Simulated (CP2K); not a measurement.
**SiH2SeClF (SMILES F[SiH](Cl)[SeH]): a chain of runs**

We compute a geometry optimisation (GFN1-xTB), then a short trajectory (GFN1-xTB) of SiH2SeClF. 

The calculation is run with CP2K 2026.2.

4 further runs of the same task are left out: 1 that didn't finish, 3 set aside as unsound or not needed.

## Step 1: The molecule

The species is SiH2SeClF (6 atoms), meant as a singlet with charge 0. SMILES: `F[SiH](Cl)[SeH]`. Geometry: a GFN2-xTB relaxation, a rough one for these elements and not checked as a minimum. This is one conformer, not always the lowest. The run starts from this shape.

Bond lengths: F1–Si2 1.601 Å, Si2–Cl3 1.998 Å, Si2–Se4 2.261 Å, Si2–H5 1.447 Å, Se4–H6 1.438 Å. Angles: F1–Si2–Cl3 108.2°, F1–Si2–Se4 103.9°, Cl3–Si2–Se4 113.4°, F1–Si2–H5 104.3°, Cl3–Si2–H5 112.7°, Se4–Si2–H5 113.5°, Si2–Se4–H6 95.9°.

## Step 2: A structure relaxation at GFN1-xTB (run 1)

File molecule.xyz:

```xyz
6

F      0.558460    -1.584930     1.002260
Si     0.404550    -0.359060    -0.016060
Cl    -0.310720    -1.068610    -1.741430
Se    -1.021150     1.045110     1.035570
H      1.745580     0.169540    -0.143850
H     -1.376710     1.797950    -0.136490
```

File run.inp:

```
&global
 project_name run
 run_type GEO_OPT
 print_level LOW
&end global
&force_eval
 method Quickstep
 &dft
  charge 0
  multiplicity 1
  &qs
   method XTB
   eps_default 1.0E-10
   &xtb
    gfn_type 1
    check_atomic_charges F
   &end xtb
  &end qs
  &poisson
   periodic NONE
   poisson_solver ANALYTIC
  &end poisson
  &scf
   scf_guess ATOMIC
   eps_scf 1.0E-07
   max_scf 150
   &diagonalization
    algorithm STANDARD
   &end diagonalization
   &mixing
    method BROYDEN_MIXING
    alpha 0.2
    nbuffer 8
   &end mixing
  &end scf
  &print
   &moments
    periodic F
    reference COM
    max_moment 1
   &end moments
   &mulliken OFF
   &end mulliken
   &hirshfeld OFF
   &end hirshfeld
  &end print
 &end dft
 &subsys
  &cell
   abc [angstrom] 13.1 13.4 12.8
   periodic NONE
  &end cell
  &topology
   coord_file_name molecule.xyz
   coord_file_format XYZ
   &center_coordinates
   &end center_coordinates
  &end topology
 &end subsys
&end force_eval
&motion
 &geo_opt
  optimizer BFGS
  max_iter 100
  max_force 4.5E-04
  rms_force 3.0E-04
 &end geo_opt
 &print
  &trajectory
   &each
    geo_opt 1
   &end each
  &end trajectory
  &forces ON
   &each
    geo_opt 1
   &end each
  &end forces
  &restart OFF
  &end restart
  &restart_history OFF
  &end restart_history
 &end print
&end motion
```

On the command line:

```console
OMP_NUM_THREADS=1 cp2k.psmp -i run.inp -o run.out
```

Standard output:

```text
CP2K| version string:                                       CP2K version 2026.2
[...]
 GLOBAL| Method name                                                        CP2K
[...]
 GLOBAL| Run type                                                        GEO_OPT
[...]
                             - Atoms:                                          6
[...]
                             - Spherical basis functions:                     35
[...]
 Number of electrons:                                                         26
[...]
     1 NoMix/Diag. 0.20E+00    0.0     0.32210540       -15.8349719296 -1.58E+01
[...]
  *** SCF run converged in    40 steps ***
[...]
 ENERGY| Total FORCE_EVAL ( QS ) energy [hartree]            -15.870883360705271
[...]
 OPT| Step number                                                              0
[...]
 OPT| Total energy [hartree]                                      -15.8708833607
[...]
 OPT| Step number                                                             15
[...]
 OPT| Total energy [hartree]                                      -15.8725711150
[...]
 OPT| Step number                                                             16
[...]
 OPT| Total energy [hartree]                                      -15.8725712946
[...]
 ***                    GEOMETRY OPTIMIZATION COMPLETED                      ***
[...]
    20 Broy./Diag. 0.20E+00    0.0     0.00000001       -15.8725712996 -1.59E-08
  *** SCF run converged in    20 steps ***
[...]
 TB_DIPOLE| Moment [Debye]         -0.57522245       2.18999719      -0.29721081
 TB_DIPOLE| Derivative [a.u.]       0.00000000       0.00000000       0.00000000
 ENERGY| Total FORCE_EVAL ( QS ) energy [hartree]            -15.872571299621086
[...]
```

It took 1.5 s on 1 thread of Intel Xeon 6975P-C (Granite Rapids), shared host; peak memory 0.19 GiB.

Step by step:

| step | energy from the first frame kept (eV) | largest force (eV/Å) |
| --- | --- | --- |
| 1 | 0.0000 | 0.2010 |
| 2 | -0.0053 | 0.1170 |
| 3 | -0.0074 | 0.0573 |
| 4 | -0.0080 | 0.0297 |
| 5 | -0.0082 | 0.0158 |
| 6 | -0.0083 | 0.0172 |
| 7 | -0.0084 | 0.0205 |
| 8 | -0.0085 | 0.0164 |
| 9 | -0.0086 | 0.0212 |
| 10 | -0.0087 | 0.0164 |
| 11 | -0.0087 | 0.0116 |
| 12 | -0.0088 | 0.0091 |
| 13 | -0.0088 | 0.0091 |
| 14 | -0.0088 | 0.0062 |
| 15 | -0.0088 | 0.0052 |
| 16 | -0.0088 | 0.0035 |
| 17 | -0.0088 | 0.0035 |

After the run. Bond lengths: F1–Si2 1.594 Å, Si2–Cl3 2.024 Å, Si2–Se4 2.209 Å, Si2–H5 1.446 Å, Se4–H6 1.440 Å. Angles: F1–Si2–Cl3 108.7°, F1–Si2–Se4 103.9°, Cl3–Si2–Se4 116.2°, F1–Si2–H5 102.7°, Cl3–Si2–H5 106.7°, Se4–Si2–H5 117.4°, Si2–Se4–H6 95.5°.

## Step 3: A short trajectory at GFN1-xTB (NVE dynamics) (run 2)

File molecule.xyz:

```xyz
6

F      6.930755     5.049720     7.779124
Si     6.729124     6.256301     6.757354
Cl     6.106156     5.506939     4.983057
Se     5.320039     7.603069     7.797749
H      8.080236     6.731293     6.556677
H      5.027091     8.413620     6.643620
```

File job.inp:

```
&GLOBAL
 PROJECT job
 RUN_TYPE MD
 PRINT_LEVEL LOW
 SEED 3266
&END GLOBAL

&FORCE_EVAL
 METHOD QUICKSTEP
 &DFT
  ! Quickstep
  &QS
   METHOD XTB
   EPS_DEFAULT 1.0E-10
   &XTB
    GFN_TYPE 1
    CHECK_ATOMIC_CHARGES F
   &END XTB
  &END QS
  ! no periodic images
  &POISSON
   PERIODIC NONE
   POISSON_SOLVER ANALYTIC
  &END POISSON
  ! self-consistent field
  &SCF
   SCF_GUESS ATOMIC
   EPS_SCF 1.0E-07
   MAX_SCF 150
   &DIAGONALIZATION
    ALGORITHM STANDARD
   &END DIAGONALIZATION
   &MIXING
    METHOD BROYDEN_MIXING
    ALPHA 0.2
    NBUFFER 8
   &END MIXING
  &END SCF
  &PRINT
   &MOMENTS
    PERIODIC F
    REFERENCE COM
    MAX_MOMENT 1
   &END MOMENTS
   &MULLIKEN OFF
   &END MULLIKEN
   &HIRSHFELD OFF
   &END HIRSHFELD
  &END PRINT
 &END DFT
 ! atoms, cell and kinds
 &SUBSYS
  &CELL
   ABC 13.1 13.4 12.8
   PERIODIC NONE
  &END CELL
  &TOPOLOGY
   COORD_FILE_NAME molecule.xyz
   COORD_FILE_FORMAT XYZ
   &CENTER_COORDINATES
   &END CENTER_COORDINATES
  &END TOPOLOGY
 &END SUBSYS
&END FORCE_EVAL

! ionic moves
&MOTION
 &MD
  ENSEMBLE NVE
  STEPS 50
  TIMESTEP 0.5
  TEMPERATURE 500
 &END MD
 &PRINT
  &TRAJECTORY
   &EACH
    MD 1
   &END EACH
  &END TRAJECTORY
  &FORCES ON
   &EACH
    MD 1
   &END EACH
  &END FORCES
  &RESTART OFF
  &END RESTART
  &RESTART_HISTORY OFF
  &END RESTART_HISTORY
 &END PRINT
&END MOTION
```

On the command line:

```console
OMP_NUM_THREADS=1 cp2k.psmp -i job.inp > job.out 2>&1
```

Standard output:

```text
CP2K| version string:                                       CP2K version 2026.2
[...]
 GLOBAL| Method name                                                        CP2K
[...]
 GLOBAL| Run type                                                             MD
[...]
                             - Atoms:                                          6
[...]
                             - Spherical basis functions:                     35
[...]
 Number of electrons:                                                         26
[...]
     1 NoMix/Diag. 0.20E+00    0.0     0.30927368       -15.8365483553 -1.58E+01
[...]
  *** SCF run converged in    32 steps ***
[...]
 ENERGY| Total FORCE_EVAL ( QS ) energy [hartree]            -15.872571190540006
[...]
 MD| Step number                                                               1
[...]
    20 Broy./Diag. 0.20E+00    0.0     0.00000002       -15.8703751678 -2.40E-08
  *** SCF run converged in    20 steps ***
[...]
 TB_DIPOLE| Moment [Debye]         -0.55827873       2.48739389      -0.25634003
 TB_DIPOLE| Derivative [a.u.]      -0.00002220       0.00022440       0.00011419
 ENERGY| Total FORCE_EVAL ( QS ) energy [hartree]            -15.870375155787881
[...]
 MD| Temperature [K]                             384.612949           302.503744
[...]
```

It took 2.5 s on 1 thread of Intel Xeon 6975P-C (Granite Rapids), shared host; peak memory 0.19 GiB.

Step by step:

| step | potential energy change (eV) | largest force (eV/Å) | temperature (K) |
| --- | --- | --- | --- |
| 0 | 0.0000 | 0.0035 | 500 |
| 3 | 0.0093 | 0.4546 | 482 |
| 6 | 0.0321 | 0.8188 | 438 |
| 9 | 0.0581 | 1.0622 | 388 |
| 12 | 0.0821 | 1.3052 | 341 |
| 15 | 0.1060 | 1.5344 | 295 |
| 18 | 0.1335 | 1.6750 | 242 |
| 21 | 0.1598 | 1.7120 | 191 |
| 24 | 0.1727 | 1.6428 | 166 |
| 27 | 0.1678 | 1.4781 | 176 |
| 30 | 0.1545 | 1.2398 | 201 |
| 33 | 0.1422 | 0.9562 | 225 |
| 36 | 0.1304 | 0.9300 | 248 |
| 39 | 0.1135 | 0.9945 | 281 |
| 42 | 0.0911 | 1.0227 | 324 |
| 45 | 0.0705 | 1.0725 | 364 |
| 48 | 0.0603 | 1.2097 | 383 |
| 50 | 0.0598 | 1.3388 | 385 |

## Step 4: What came out

| quantity | value |
| --- | --- |
| run 1, GFN1-xTB: total energy at the end | -15.87257 Eh |
| run 1, GFN1-xTB: dipole moment (from atomic charges alone) | 2.28 D |
| run 1, GFN1-xTB: dispersion energy | -6.09 kJ/mol |
| run 2, GFN1-xTB: potential energy of the last frame | -15.87038 Eh |

What this shows: The dipole (run 1, GFN1-xTB) comes from point charges on the atoms alone, without atomic dipoles, so it is partial. The optimisation (run 1, GFN1-xTB) took 16 steps and changed the energy by -0.046 eV. The run spans only 25 fs, so it is not equilibrated: the temperature averages 275 K over its second half, against 500 K at the start, as kinetic energy flows into the vibrations of a start near a minimum.
